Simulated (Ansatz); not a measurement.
**CH7BN2Si: up Jacob's ladder to CCSD(T)**

An exercise on one series of results from a longer session: the logs are not shown, and one member is left open.

Method: functionals in def2-TZVPP, the program's frozen cores in correlated methods; program: Ansatz 0.2.0, Gaussian basis.

The runs, in order: PBE-D4, r2SCAN-D4, PBE0-D4, B3LYP-D4, ωB97X-V, ωB97M-V, B2PLYP; CCSD(T)/def2-TZVPP; MP2/def2-QZVPP; extrapolation to the limit.

### Structure used throughout

All runs share one geometry, relaxed beforehand with PBE0-D4 in a triple-zeta def2 set.

SMILES `CN1BN[SiH2]1`, 12 atoms, charge 0, spin multiplicity 1.

Atoms are counted from 1 here; the program's logs count them from 0.

Bond lengths: C1–N2 1.432 Å, C1–H6 1.093 Å, C1–H7 1.095 Å, C1–H8 1.096 Å, N2–B3 1.434 Å, N2–Si5 1.734 Å, B3–N4 1.440 Å, B3–H9 1.196 Å, N4–Si5 1.725 Å, N4–H10 0.999 Å, Si5–H11 1.488 Å, Si5–H12 1.488 Å. Angles: N2–C1–H6 110.0°, N2–C1–H7 112.0°, N2–C1–H8 112.1°, H6–C1–H7 107.5°, H6–C1–H8 107.5°, H7–C1–H8 107.6°, C1–N2–B3 132.1°, C1–N2–Si5 140.1°, B3–N2–Si5 87.9°, N2–B3–N4 103.0°, N2–B3–H9 127.8°, N4–B3–H9 129.3°, B3–N4–Si5 88.0°, B3–N4–H10 131.5°, Si5–N4–H10 140.4°, N2–Si5–N4 81.1°, N2–Si5–H11 116.3°, N2–Si5–H12 116.2° and more.

Set-up of the first run:

File in.yaml:

```yaml
crystal:
  periodic: [false, false, false]
  atoms:
    - {symbol: C, position_ang: [-1.718618, -0.493479, -0.173430]}
    - {symbol: N, position_ang: [-0.353612, -0.074639, -0.066199]}
    - {symbol: B, position_ang: [0.364210, 1.020591, -0.651095]}
    - {symbol: N, position_ang: [1.687949, 0.868990, -0.104041]}
    - {symbol: Si, position_ang: [1.115065, -0.522604, 0.739023]}
    - {symbol: H, position_ang: [-2.255606, 0.158627, -0.866759]}
    - {symbol: H, position_ang: [-1.804619, -1.518068, -0.550904]}
    - {symbol: H, position_ang: [-2.239366, -0.451311, 0.789536]}
    - {symbol: H, position_ang: [-0.052028, 1.848512, -1.407244]}
    - {symbol: H, position_ang: [2.528183, 1.388299, -0.250746]}
    - {symbol: H, position_ang: [1.100380, -0.447661, 2.225328]}
    - {symbol: H, position_ang: [1.705060, -1.832557, 0.350630]}
basis:
  gaussian: {orbitals: def2-TZVPP}
hamiltonian: {xc: pbe, dispersion: d4}
output: {forces: true, orbitals: {seedname: orbitals}}
```

On the command line:

```bash
ansatz run in.yaml --threads 4 --pin off --events-out ev --progress --plain --max-ram 10444MiB
```

Steps of the session up to this table: PBE-D4 (GGA); r2SCAN-D4 (meta-GGA); PBE0-D4 (hybrid); B3LYP-D4 (hybrid); ωB97X-V (range-separated); ωB97M-V (range-separated); B2PLYP (double hybrid); CCSD(T) in def2-TZVPP; MP2 in def2-QZVPP.

One table of the session follows, with a row left open; its other results are not shown here.

| method | atomisation energy (kcal/mol) |
| --- | --- |
| PBE-D4 | 1105.4 |
| r2SCAN-D4 | 1085.4 |
| PBE0-D4 | 1088.8 |
| B3LYP-D4 | 1090.9 |
| ωB97X-V | 1092.8 |
| ωB97M-V | ? |
| B2PLYP | 1076.8 |
| HF/def2-TZVPP | 787.4 |
| MP2/def2-TZVPP | 1068.2 |
| CCSD/def2-TZVPP | 1036.9 |
| CCSD(T)/def2-TZVPP | 1052.0 |
| MP2/CBS | 1099.5 |
| CCSD(T)/CBS | 1083.4 |

Estimate the missing values for ωB97M-V.

The run gave: atomisation energy (kcal/mol): 1092.6. In the column «atomisation energy (kcal/mol)» it lies between B3LYP-D4 (1090.9) and ωB97X-V (1092.8).
